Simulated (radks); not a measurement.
# Rh⁺ in [Ar] 3d10 4p6 4d8 5p2: an all-electron calculation

An exercise on one series of results from a longer session: the logs are not shown, and one member is left open.

The numbers are computed with radks (a radial shooting solver on a logarithmic mesh, Libxc functionals) version 1 (Dirac Kohn-Sham, PBE, spin-unpolarised, spherical densities, finite nucleus; open shells fill j = l - 1/2 first), except any that are marked as measured or tabulated.

## The atom as given

| Quantity | Value |
| --- | --- |
| element | rhodium (Z = 45) |
| charge | +1 |
| electrons | 44 |
| configuration | [Ar] 3d10 4p6 4d8 5p2 |
| nuclear rms radius | 4.4945 fm |

The first run:

The run's settings:

```text
Z 45
configuration [Ar] 3d10 4p6 4d8 5p2 4s0 4f0
relativity Dirac
functional pbe,pbe
spin unpolarised
j_filling energy
nucleus finite rms 4.4945 fm
c 137.035999084
```

One table of the session follows, with a row left open; its other results are not shown here.

It belongs to the step «Shells». Sizes of the orbitals, from the radial functions (bohr):

| level | <r> | outermost maximum (interpolated) | 90 % within | nodes |
| --- | --- | --- | --- | --- |
| 1s1/2 | 0.03263 | 0.0212 | 0.0585 | 0 |
| 2s1/2 | 0.1416 | 0.120 | 0.219 | 1 |
| 2p1/2 | 0.1203 | 0.0929 | 0.197 | 0 |
| 2p3/2 | 0.1252 | 0.0970 | 0.204 | 0 |
| 3s1/2 | 0.3902 | 0.352 | 0.576 | 2 |
| 3p1/2 | 0.3828 | 0.338 | 0.578 | 1 |
| 3p3/2 | 0.3935 | 0.348 | 0.593 | 1 |
| 3d3/2 | 0.3679 | 0.290 | 0.584 | 0 |
| 3d5/2 | 0.3713 | 0.293 | 0.589 | 0 |
| 4s1/2 | 0.9645 | 0.875 | 1.40 | 3 |
| 4p1/2 | 1.033 | 0.918 | 1.52 | 2 |
| 4p3/2 | 1.061 | 0.941 | 1.56 | 2 |
| 4d3/2 | ? | ? | ? | ? |
| 4d5/2 | 1.358 | 1.09 | 2.11 | 1 |
| 5p1/2 | 3.222 | 2.75 | 4.77 | 3 |
| 5p3/2 | 3.311 | 2.83 | 4.90 | 3 |

Q: Estimate the row for 4d3/2 from the others.

As computed: <r>: 1.344; outermost maximum (interpolated): 1.08; 90 % within: 2.09; nodes: 1. In the column «<r>» it lies between 4p3/2 (1.061) and 4d5/2 (1.358).
